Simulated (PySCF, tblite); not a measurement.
# C6H12P+: geometry, infrared bands and NMR shifts

What infrared bands and NMR shifts should C6H12P+ (`CCC1=C[P@@H+]1CC`) show?

Computed with tblite 0.8.0 and PySCF 2.14.0, with density-fitted response routines of our own, on a single molecule in the gas phase. Atoms are numbered from 0 throughout.

## (1) The starting structure

19 atoms, charge 1, multiplicity 1; geometry from: force field or distance geometry start.

Bonds of the start (Å): C0–C1 1.54, C1–C2 1.52, C2–C3 1.34, C3–P4 1.80, P4–C5 1.79, C5–C6 1.54, P4–C2 1.78, C0–H7 1.10, C0–H8 1.12, C0–H9 1.12, C1–H10 1.12, C1–H11 1.09, C3–H12 1.08, P4–H13 1.40, C5–H14 1.10, C5–H15 1.10, C6–H16 1.12, C6–H17 1.13, C6–H18 1.10.

## (2) Relaxing the molecule with GFN2-xTB

The job: settings as JSON, then the geometry in Å.

```
{"job": {"kind": "relax", "xc": "GFN2-xTB", "basis": "xTB"}, "charge": 1, "multiplicity": 1}
C     -3.087100    -0.552500     0.231900
C     -2.222400     0.206200    -0.786500
C     -0.904400     0.588000    -0.143700
C     -0.103200     1.616300     0.179800
P      0.582400     0.022900     0.657100
C      2.022200    -0.416500    -0.314000
C      3.217500    -0.301200     0.645600
H     -3.147800    -1.621000    -0.020900
H     -2.577200    -0.480200     1.225100
H     -4.115800    -0.121900     0.265600
H     -2.838400     1.112700    -1.019200
H     -2.106100    -0.349400    -1.721500
H      0.062500     2.687400     0.206000
H      0.523900    -0.375000     1.994500
H      2.268800     0.266800    -1.137000
H      2.033700    -1.460700    -0.648900
H      3.036100     0.639200     1.219000
H      3.163900    -1.146300     1.400800
H      4.181500    -0.305500     0.118500
```

Started as:

```console
> OMP_NUM_THREADS=1 python probes_run.py task.json out
```

The driver reads the jobs from task.json and runs them one after another.

**Question.** This job is followed by: GFN2-xTB harmonic vibrations, gas phase; GIAO PBE0/pcSseg-1 NMR shielding, non-relativistic, gas phase. What will the session give for the following? strongest single infrared mode (GFN2-xTB); zero-point energy (GFN2-xTB); 13C shifts against TMS (PBE0/pcSseg-1); 1H shifts against TMS (PBE0/pcSseg-1, means over atoms taken as alike); 31P shifts against H3PO4 (PBE0/pcSseg-1).

As calculated:

| quantity | value |
| --- | --- |
| strongest single infrared mode (GFN2-xTB) | 833 cm⁻¹, 71 km/mol |
| zero-point energy (GFN2-xTB) | 99.2 kcal/mol |
| 13C shifts against TMS (PBE0/pcSseg-1) | 156.7, 117.4, 27.4, 23.5, 15.3, 11.8 ppm |
| 1H shifts against TMS (PBE0/pcSseg-1, means over atoms taken as alike) | 8.27, 4.77, 3.55, 3.06, 2.98, 1.91, 1.73, 1.66 ppm |
| 31P shifts against H3PO4 (PBE0/pcSseg-1) | -184.0 ppm |

What this shows: Relaxing lowered the energy by 0.656 eV in 146 steps; the close pair that moved most is C1–C2, from 1.515 to 1.457 Å. No mode is imaginary among the 51: a minimum at this level. The strongest single mode, at 833 cm⁻¹, is spread over many atoms; the largest shares are those of H13, P4. GFN2-xTB is a fitted tight-binding method: band positions and strengths are rough. Its intensities can rank the bands wrongly. At PBE0/pcSseg-1: The largest span, 604 ppm, is at P4, where the paramagnetic term is -468 ppm. At PBE0/pcSseg-1, counted by nearest atom on the grid, the HOMO lies on C3 26 %; C2 19 %, the LUMO on P4 25 %; C2 24 %.
